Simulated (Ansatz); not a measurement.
This script makes an equation of state with a fit of Cu, space group P6_3/mmc with Ansatz's Python interface.

Script `eos.py`:
```python
"""Equation of state of Cu."""

import ansatz as az
import numpy as np

vectors0 = np.array([
    [2.534097, 0.0, 0.0],
    [-1.267048, 2.194592, 0.0],
    [0.0, 0.0, 4.112571],
])
sites = [
    ("Cu", (1 / 3, 2 / 3, 0.25)),
    ("Cu", (2 / 3, 1 / 3, 0.75)),
]


def crystal_on(cell):
    crystal = az.Crystal(lattice=az.Lattice.of(cell))
    for symbol, position in sites:
        crystal = crystal.atom(symbol, position)
    return crystal

# uniform scaling of the cell
volumes, energies, pressures = [], [], []
for scale in np.linspace(0.88, 1.12, 7):
    cell = vectors0 * scale ** (1 / 3)
    calculation = (
        crystal_on(cell).calculation()
        .occupations("Marzari-Vanderbilt", width=0.15)  # the run then minimises F = E - TS
        .pseudopotentials("paw")
        .functional(az.Functional.PBESOL)
        .basis(450)
        .kpoints(13, 13, 7)  # sampling of the Brillouin zone
        .stress()  # positive in compression
    )
    report = calculation.run(threads=1).report
    volumes.append(abs(np.linalg.det(cell)) / len(sites))
    energies.append(report["free_energy_ev"] / len(sites))
    pressures.append(np.trace(report["stress_gpa"]) / 3)
    print(f"V = {volumes[-1]:8.4f} A^3/atom  F = {energies[-1]:.5f} eV/atom  P = {pressures[-1]:8.3f} GPa")

# third-order Birch-Murnaghan: a cubic in V^(-2/3)
x = np.array(volumes) ** (-2 / 3)
poly = np.polynomial.Polynomial.fit(x, energies, 3).convert()
roots = poly.deriv().roots()
x0 = min((r.real for r in roots if abs(r.imag) < 1e-9 and poly.deriv(2)(r.real) > 0), key=lambda r: abs(r - x.mean()))
v0 = x0 ** -1.5
b0 = 4 / 9 * poly.deriv(2)(x0) * v0 ** (-7 / 3) * 160.21766
b1 = 4 + 2 / 3 * x0 * poly.deriv(3)(x0) / poly.deriv(2)(x0)
print(f"V0 = {v0:.4f} A^3/atom, B0 = {b0:.1f} GPa, dB/dP = {b1:.2f}")
```

Where does the minimum lie against the volume typed, and how stiff is the crystal?

A third-order Birch-Murnaghan fit through the 7 points has its minimum at 11.31 Å³ an atom, 1.1 % below the typed cell, with a bulk modulus of 168 GPa and dB/dP = 5.0. From that minimum the energy rises by 91.3 meV an atom on the compressed side and 81.1 meV on the expanded side.

The run itself:

```console
$ python eos.py
V =  10.0634 A^3/atom  F = -6588.67880 eV/atom  P =   26.346 GPa
V =  10.5208 A^3/atom  F = -6588.73662 eV/atom  P =   14.626 GPa
V =  10.9782 A^3/atom  F = -6588.76471 eV/atom  P =    5.419 GPa
V =  11.4356 A^3/atom  F = -6588.76945 eV/atom  P =   -1.812 GPa
V =  11.8931 A^3/atom  F = -6588.75587 eV/atom  P =   -7.466 GPa
V =  12.3505 A^3/atom  F = -6588.72801 eV/atom  P =  -11.871 GPa
V =  12.8079 A^3/atom  F = -6588.68903 eV/atom  P =  -15.286 GPa
V0 = 11.3102 A^3/atom, B0 = 168.3 GPa, dB/dP = 5.04
```

Caveats:
- Total energies depend on the potentials; only differences at equal settings carry meaning.
- Shape and fractional positions are held along the curve, so the bulk modulus is an upper value where they are free to relax.
- For a metal this k-point mesh is coarse: on a finer one energies can move by several to tens of meV an atom and pressures by half a GPa or more, differences at one mesh by less.
- Pressure is positive in compression.
- This isn't the structure that Cu takes at ambient conditions.
- The whole script took 18 s on 1 thread of Arm Neoverse V1, on a shared host, peak memory 0.39 GiB.
